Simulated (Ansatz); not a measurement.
# Cs2As3: the cost of one run

Computed with Ansatz 0.2.0 (reference: DFT r2SCAN, plane waves, PAW, scalar-relativistic, no spin polarisation, unless a step's input says otherwise).

1 further run of the same task is left out (it didn't finish).

**1. The starting structure**

The structure is orthorhombic, space group Fmmm (No. 69). Conventional cell: a = 9.626 Å, b = 10.171 Å, c = 15.298 Å, α = 90.00°, β = 90.00°, γ = 90.00°. Cs (site symmetry 222) is surrounded by 8 As at 3.77 to 3.86 Å. As (site symmetry m) is surrounded by 2 As at 2.18 to 2.19 Å. Around As (site symmetry mm2) lie 2 As at 2.19 Å. Around Cs (site symmetry m2m) lie 10 As at 3.65 to 3.80 Å.

Structure file:

```
CELL_PARAMETERS angstrom
-5.08539 0.00000 4.81306
5.08539 0.00000 4.81306
0.00000 7.64899 4.81306
ATOMIC_POSITIONS crystal
Cs 0.75000 0.25000 0.50000
Cs 0.25000 0.75000 0.50000
As 0.12460 0.12460 0.14240
As 0.26700 0.26700 0.85760
As 0.87540 0.87540 0.85760
As 0.73300 0.73300 0.14240
As 0.85650 0.85650 0.28700
As 0.14350 0.14350 0.71300
Cs 0.71227 0.28773 0.00000
Cs 0.28773 0.71227 0.00000
```

**2. The reference run**

Input file input.yaml:

```yaml
crystal:
  lattice:
    - [-5.085387, 0.0, 4.813065]
    - [5.085387, 0.0, 4.813065]
    - [0.0, 7.648989, 4.813065]
  atoms:
    - { symbol: Cs, position: [0.75, 0.25, 0.5] }
    - { symbol: Cs, position: [0.25, 0.75, 0.5] }
    - { symbol: As, position: [0.1246, 0.1246, 0.1424] }
    - { symbol: As, position: [0.267, 0.267, 0.8576] }
    - { symbol: As, position: [0.8754, 0.8754, 0.8576] }
    - { symbol: As, position: [0.733, 0.733, 0.1424] }
    - { symbol: As, position: [0.8565, 0.8565, 0.287] }
    - { symbol: As, position: [0.1435, 0.1435, 0.713] }
    - { symbol: Cs, position: [0.71227, 0.28773, 0.0] }
    - { symbol: Cs, position: [0.28773, 0.71227, 0.0] }
  symmetry: { tolerance: 0.0003 }
kpoints:
  mp_grid: { grid: [3, 3, 3], shift: [0, 0, 0] }
magnetization:
  spin_polarized: false
scf:
  occupations: { method: fermi_dirac }
hamiltonian:
  pseudopotentials: { kind: paw }
  xc: r2scan
basis:
  ecutwfc: 500
output:
  forces: true
  stress: true
  eigenvalues: true
```

The run is started by

```console
$ ansatz run input.yaml --threads 1 --pin off --max-ram 2560MiB --backend cpu --events-out ev --progress --plain --runs-dir out
```

What time and memory should one allow on 1 thread of an x86-64 CPU, shared host?

About 48 s, with a peak of 1.6 GiB.
